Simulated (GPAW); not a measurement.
**MoSe in GPAW: the effect of functional**

MoSe:

```
CELL_PARAMETERS angstrom
0.00000 2.89288 2.89288
2.89288 0.00000 2.89288
2.89288 2.89288 0.00000
ATOMIC_POSITIONS crystal
Mo 0.00000 0.00000 0.00000
Se 0.50000 0.50000 0.50000
```

The cell was built by a generator and needn't be a form met in nature.

- Program: GPAW 26.7.0
- Cutoff: 600 eV
- Basis: pw
- k mesh: 6 × 6 × 6
- Occupations: fermi-dirac, width 0.05 eV
- Spin: no spin polarisation
- Task of each run: elastic constants

The series moves functional from these settings.

```tsv
functional	c44 (GPa)	c11 (GPa)	volume per atom (A^3/atom)	c12 (GPa)	c33 (GPa)	pressure (GPa)
LDA	-66.96	369.1	16.73	65.04	369.1	-0.01679
PBEsol	?	?	?	?	?	?
PBE	-57	300.5	17.78	57.64	300.5	0.007197
r2SCAN	-66.37	324.2	17.66	55.58	324.2	0.006275
RPBE	-53.52	279.9	18.14	54.01	279.9	0.01304
AM05	-67.1	355.4	16.97	59.55	355.4	-0.04515
```

Q: What does the run at PBEsol give?

A: c44 (GPa) -65.06; c11 (GPa) 349.7; volume per atom (A^3/atom) 17.08; c12 (GPa) 61.54; c33 (GPa) 349.7; pressure (GPa) 0.001228.
